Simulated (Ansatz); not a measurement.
# PBE0/6-31G(d) (spherical functions) run of CH5BClNO (SMILES NB(Cl)CO)

Aim: the vertical singlet–triplet gap of CH5BClNO at PBE0/6-31G* (spherical functions), from 2 runs. 

Program for the calculation: Ansatz 0.2.0.

141 further runs of the same task are left out: 141 set aside as unsound or not needed.

### Step 1. Starting point

The species is CH5BClNO (10 atoms), meant as a singlet with charge 0. SMILES: `NB(Cl)CO`. Geometry: relaxed at PBE0-D4/def2-TZVP. This is a higher conformer, about 10 kJ/mol above the lowest found by a separate search.

Bond lengths: N1–B2 1.386 Å, B2–Cl3 1.784 Å, B2–C4 1.577 Å, C4–O5 1.413 Å, N1–H6 1.005 Å, N1–H7 1.006 Å, C4–H8 1.096 Å, C4–H9 1.105 Å, O5–H10 0.962 Å. Some angles: N1–B2–Cl3 118.3°, N1–B2–C4 123.5°, Cl3–B2–C4 118.2°, B2–C4–O5 116.0°, B2–N1–H6 123.2°, B2–N1–H7 122.4°, B2–C4–H8 109.8°, B2–C4–H9 107.4°, O5–C4–H8 107.3°, O5–C4–H9 110.4°.

### Step 2. A single-point energy at PBE0/6-31G(d) (spherical functions)

Input file run.yaml:

```yaml
basis:
  gaussian:
    orbitals: 6-31G_st_-spherical.json
crystal:
  periodic: [false, false, false]
  atoms:
    - symbol: "N"
      position_ang: [-1.481300, 0.770100, 0.263800]
    - symbol: B
      position_ang: [-0.131200, 0.458300, 0.272600]
    - symbol: Cl
      position_ang: [0.978400, 1.531400, 1.166200]
    - symbol: C
      position_ang: [0.484800, -0.764800, -0.509200]
    - symbol: O
      position_ang: [1.724500, -1.243900, -0.030200]
    - symbol: H
      position_ang: [-1.860400, 1.585400, 0.713900]
    - symbol: H
      position_ang: [-2.164100, 0.196600, -0.201200]
    - symbol: H
      position_ang: [-0.217400, -1.606600, -0.495200]
    - symbol: H
      position_ang: [0.570000, -0.469000, -1.570200]
    - symbol: H
      position_ang: [2.179800, -0.508700, 0.392200]
hamiltonian:
  xc: pbe0
accuracy: high
output:
  orbitals: {seedname: orbitals}
```

The basis set 6-31G* is read from a file made from the Basis Set Exchange's data (not shown).

Command:

```
ansatz run run.yaml --threads 1 --pin off --max-ram 3480MiB --events-out events.jsonl --progress --plain --runs-dir runs
```

Output:

```text
Warning: RAYON_NUM_THREADS=1 ignored (pool sized by the plan → 1); use --threads N
Functional definition: PBE0
  name "PBE0"
  parameter a = 0.25
  parameter kappa = 0.804
  parameter beta = 0.06672455060314922
  exchange = (1 - a)*pbe_x(kappa = kappa, mu = beta*pi^2/3) + a*exact_x
  correlation = pbe_c(beta = beta)
1985 factors; integrals over basis functions are off by at most 4.5e-9 eV
mean field evaluation 1: about -17838.9611 eV, gradient 5.8e1 eV
mean field evaluation 2: about -17834.7339 eV, gradient 7.3e1 eV
mean field evaluation 4: about -17845.3830 eV, gradient 2.1e0 eV
mean field evaluation 8: about -17845.6586 eV, gradient 3.1e-1 eV
mean field evaluation 16: about -17845.6589 eV, gradient 5.1e-5 eV
mean field -17845.65889587 eV, -655.8158682011 hartree, gradient 7.7e-8 eV, S^2 0.000000; 0 other end points of the search recorded, 0 dependent functions left out
reference -17845.65889778 eV, -655.8158682712 hartree; 24, 24 occupied and 60, 60 virtual orbitals, 1985 factors
Total energy: -17845.65889778 eV, -655.8158682712 hartree
```

It took 6.9 s on 1 thread of Arm Neoverse V2, shared host; peak memory 0.29 GiB.

### Step 3. The triplet

Input file job.yaml:

```yaml
crystal:
  periodic: [false, false, false]
  atoms:
    - symbol: N
      position_ang: [-1.481300, 0.770100, 0.263800]
    - symbol: B
      position_ang: [-0.131200, 0.458300, 0.272600]
    - symbol: Cl
      position_ang: [0.978400, 1.531400, 1.166200]
    - symbol: C
      position_ang: [0.484800, -0.764800, -0.509200]
    - symbol: O
      position_ang: [1.724500, -1.243900, -0.030200]
    - symbol: H
      position_ang: [-1.860400, 1.585400, 0.713900]
    - symbol: H
      position_ang: [-2.164100, 0.196600, -0.201200]
    - symbol: H
      position_ang: [-0.217400, -1.606600, -0.495200]
    - symbol: H
      position_ang: [0.570000, -0.469000, -1.570200]
    - symbol: H
      position_ang: [2.179800, -0.508700, 0.392200]
basis:
  gaussian:
    orbitals: 6-31G_st_-spherical.json
magnetization:
  spin_polarized: true
  initial_magnetization: 2
hamiltonian:
  xc: {name: PBE0}
accuracy: high
output: {orbitals: {seedname: orbitals}}
```

The basis set 6-31G* is read from a file made from the Basis Set Exchange's data (not shown).

Command:

```
ansatz run job.yaml --threads 1 --pin off --max-ram 3480MiB --events-out events.jsonl --progress --plain --runs-dir runs
```

Output (excerpt; [...] marks lines left out):

```text
Warning: RAYON_NUM_THREADS=1 ignored (pool sized by the plan → 1); use --threads N
[... 7 set-up lines as earlier in the session ...]
1986 factors; integrals over basis functions are off by at most 4.5e-9 eV
mean field evaluation 1: about -17827.9386 eV, gradient 4.7e1 eV
mean field evaluation 2: about -17807.8784 eV, gradient 7.8e1 eV
mean field evaluation 4: about -17836.5417 eV, gradient 2.4e1 eV
mean field evaluation 8: about -17839.4487 eV, gradient 6.1e-1 eV
mean field evaluation 16: about -17839.4806 eV, gradient 1.8e-2 eV
mean field evaluation 32: about -17839.4806 eV, gradient 8.4e-8 eV
mean field -17839.48059000 eV, -655.5888196482 hartree, gradient 8.4e-8 eV, S^2 2.006829; 2 other end points of the search recorded, 0 dependent functions left out
reference -17839.48059197 eV, -655.5888197207 hartree; 25, 23 occupied and 59, 61 virtual orbitals, 1986 factors
Total energy: -17839.48059197 eV, -655.5888197207 hartree
```

Wall time 15 s (1 thread of Arm Neoverse V2, shared host); peak memory 0.42 GiB.

### Step 4. Outcome

At PBE0/6-31G* (spherical functions):

```
                                        quantity          value
                           singlet: total energy  -655.81587 Eh
                            singlet: HOMO energy       -7.20 eV
                            singlet: LUMO energy        0.62 eV
                          singlet: HOMO–LUMO gap        7.82 eV
                           triplet: total energy  -655.58882 Eh
     triplet: HOMO energy (highest over α and β)       -1.54 eV
                                   triplet: ⟨S²⟩          2.007
vertical energy of the triplet above the singlet       6.178 eV
```

**Reading.** At this shape the triplet lies 6.18 eV (596 kJ/mol) above the singlet.
